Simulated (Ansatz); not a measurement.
# GaH₃S₂: one species, many methods

The task here is to estimate one member of a computed series from the others.

The runs use Ansatz 0.2.0, Gaussian basis; functionals in def2-TZVPP, the program's frozen cores in correlated methods.

Plan: LDA (SPW92), PBE-D4, revPBE-D4, BLYP-D4, r2SCAN-D4, B97M-V, PBE0-D4, B3LYP-D4, r2SCANh-D4, r2SCAN0-D4, HSE06-D4, BHLYP-D4, CAM-B3LYP-D4, LC-ωPBE, ωB97X-V, ωB97M-V, B2PLYP, PBE-QIDH; CCSD(T)/def2-SVP; CCSD(T)/def2-TZVPP; CCSD(T)/def2-QZVPP; extrapolation to the limit; RPA on PBE.

## Structure used throughout

All runs share one geometry, relaxed beforehand with PBE0-D4 in a triple-zeta def2 set.

SMILES `[SH][GaH][SH]`, 6 atoms, charge 0, spin multiplicity 1.

Atoms are counted from 1 here; the program's logs count them from 0.

Bond lengths: S1–Ga2 2.198 Å, S1–H4 1.343 Å, Ga2–S3 2.198 Å, Ga2–H5 1.553 Å, S3–H6 1.343 Å. Angles: Ga2–S1–H4 95.2°, S1–Ga2–S3 120.4°, S1–Ga2–H5 119.8°, S3–Ga2–H5 119.8°, Ga2–S3–H6 95.2°.

The first run:

Input file in.yaml:

```yaml
crystal:
  periodic: [false, false, false]
  atoms:
    - {symbol: S, position_ang: [-1.552039, -1.066645, -0.380949]}
    - {symbol: Ga, position_ang: [0.321644, -0.007383, -0.825287]}
    - {symbol: S, position_ang: [1.411312, 1.043522, 0.767944]}
    - {symbol: H, position_ang: [-1.557799, -0.762601, 0.926938]}
    - {symbol: H, position_ang: [0.879533, -0.001492, -2.274891]}
    - {symbol: H, position_ang: [0.539449, 0.730600, 1.740043]}
basis:
  gaussian: {orbitals: def2-TZVPP}
hamiltonian: {xc: lda}
output: {orbitals: {seedname: orbitals}}
```

Launch:

```bash
$ ansatz run in.yaml --threads 2 --pin off --events-out ev --progress --plain --max-ram 32768MiB --backend cpu
```

Steps of the session up to this table: LDA; PBE-D4 (GGA); revPBE-D4 (GGA); BLYP-D4 (GGA); r2SCAN-D4 (meta-GGA); B97M-V (meta-GGA); PBE0-D4 (hybrid); B3LYP-D4 (hybrid); r2SCANh-D4 (hybrid); r2SCAN0-D4 (hybrid); HSE06-D4 (hybrid); BHLYP-D4 (hybrid); CAM-B3LYP-D4 (range-separated); LC-ωPBE (range-separated); ωB97X-V (range-separated); ωB97M-V (range-separated); B2PLYP (double hybrid); PBE-QIDH (double hybrid).

One table of the session follows, with a row left open; its other results are not shown here.

It belongs to the step «Orbital energies across the functionals». 

| functional | HOMO (eV) | gap (eV) |
| --- | --- | --- |
| LDA (SPW92) | -6.53 | 4.33 |
| PBE-D4 | -6.40 | 4.46 |
| revPBE-D4 | -6.35 | 4.52 |
| BLYP-D4 | -6.21 | 4.37 |
| r2SCAN-D4 | -6.69 | 4.97 |
| B97M-V | -6.75 | 4.91 |
| PBE0-D4 | ? | ? |
| B3LYP-D4 | -7.33 | 5.91 |
| r2SCANh-D4 | -7.13 | 5.68 |
| r2SCAN0-D4 | -7.78 | 6.73 |
| HSE06-D4 | -7.20 | 5.64 |
| BHLYP-D4 | -8.62 | 8.20 |
| CAM-B3LYP-D4 | -8.87 | 8.59 |
| LC-ωPBE | -10.30 | 11.11 |
| ωB97X-V | -9.92 | 10.62 |
| ωB97M-V | -9.74 | 10.27 |

**Question.** Estimate the row for PBE0-D4.

**Answer.** HOMO (eV): -7.59; gap (eV): 6.40. In the column «HOMO (eV)» it lies between r2SCAN0-D4 (-7.78) and B3LYP-D4 (-7.33).
